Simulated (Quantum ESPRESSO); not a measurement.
LiCuAuO2:

```
Au Cu O Li
1.0
     1.63720    0.94524    6.41882
    -1.63720    0.94524    6.41882
     0.00000   -1.89048    6.41882
Au Cu O Li
1 1 2 1
Cartesian
  0.0000 0.0000 19.0984
  0.0000 0.0000 9.9325
  0.0000 0.0000 1.9434
  0.0000 0.0000 17.0270
  0.0000 0.0000 14.5821
```

The cell comes from a database or a generator and needn't be the stable form of this composition.

| Item | Value |
| --- | --- |
| Program | Quantum ESPRESSO 7.5 |
| Task | single point |
| Functional | PBE |
| Potentials or basis | SSSP 1.3 efficiency PBE |
| Cutoff | 816 eV |
| Density cutoff | 5987 eV |
| k mesh | 9 × 9 × 9 |
| Occupations | fermi-dirac, width 0.05 eV |
| Spin | no spin polarisation |

On this cell: pressure -1.7 GPa; largest force 0.331 eV/Å; band gap on the k mesh none (metal or under the smearing width).

The same run follows on a disturbed copy (atoms moved at random, drawn with an rms of 0.05 Å):

```
Au Cu O Li
1.0
     1.63720    0.94524    6.41882
    -1.63720    0.94524    6.41882
     0.00000   -1.89048    6.41882
Au Cu O Li
1 1 2 1
Direct
  0.99377 0.98578 0.99935
  0.52419 0.49728 0.52097
  0.09246 0.09039 0.11492
  0.88850 0.88906 0.87051
  0.73856 0.77842 0.75586
```

Task: What does the disturbed cell give?

Result: The energy (extrapolated to zero smearing) moves by +12.2 meV/atom; pressure -1.1 GPa; largest force 1.061 eV/Å; band gap on the k mesh none (metal or under the smearing width).

Forces in eV/Å, atoms in the order of the input:
```
Au  -0.116  0.069 -1.053
Cu  -0.361  0.273  0.483
O   -0.200  0.163  0.188
O    0.273 -0.266  0.382
Li   0.404 -0.238  0.000
```

Stress tensor (GPa, compression positive):
```
-0.97  0.00 -0.02
 0.00  0.07  0.19
-0.02  0.19 -2.39
```

Caveats: an odd number of electrons without spin polarisation forces a metal; a magnetic or distorted state may lie lower; the run has no spin polarisation, though such a crystal can be magnetic; semilocal functionals often make such compounds metallic where correlation or magnetic order opens a gap, which also shifts bond lengths.
